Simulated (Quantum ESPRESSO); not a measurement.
**GaGe3 under changes of volume**

One of the cells (19.430 Å³/atom); the others are scaled copies at fixed shape and fractional positions:

```
CELL_PARAMETERS angstrom
0.00000 3.38717 3.38717
3.38717 0.00000 3.38717
3.38717 3.38717 0.00000
ATOMIC_POSITIONS crystal
Ge 0.50000 0.50000 0.50000
Ge 0.75000 0.75000 0.75000
Ge 0.25000 0.25000 0.25000
Ga 0.00000 0.00000 0.00000
```

The cell comes from a database or a generator and needn't be the stable form of this composition.

* Program: Quantum ESPRESSO 7.5
* Functional: LDA
* Potentials or basis: GBRV 1.5 LDA
* Cutoff: 762 eV
* Density cutoff: 6095 eV
* k mesh: 7 × 7 × 7
* Occupations: fermi-dirac, width 0.05 eV
* Spin: no spin polarisation

```csv
volume (Å³/atom),energy over the lowest point (meV/atom),pressure (GPa)
18.264,0.00,-1.8
18.653,6.05,-3.2
19.042,15.34,-4.4
19.430,27.44,-5.5
19.819,42.04,-6.5
20.208,58.84,-7.3
20.596,?,?
```

Question: What does the run at 20.596 Å³/atom give?

Answer: Energy over the lowest point 77.52 meV/atom; pressure -8.0 GPa.

Worked out: A Birch-Murnaghan fit of order 3 (a polynomial in V^(-2/3)) to the other rows has its minimum at 17.84 Å³/atom, just outside them, with B0 = V·E''(V) = 80 GPa and B' = 5.0. It gives 77.49 meV/atom at 20.596 Å³/atom, against the run's 77.52, and -dE/dV = -8.1 GPa, against -8.0.

Energies are extrapolated to zero smearing.
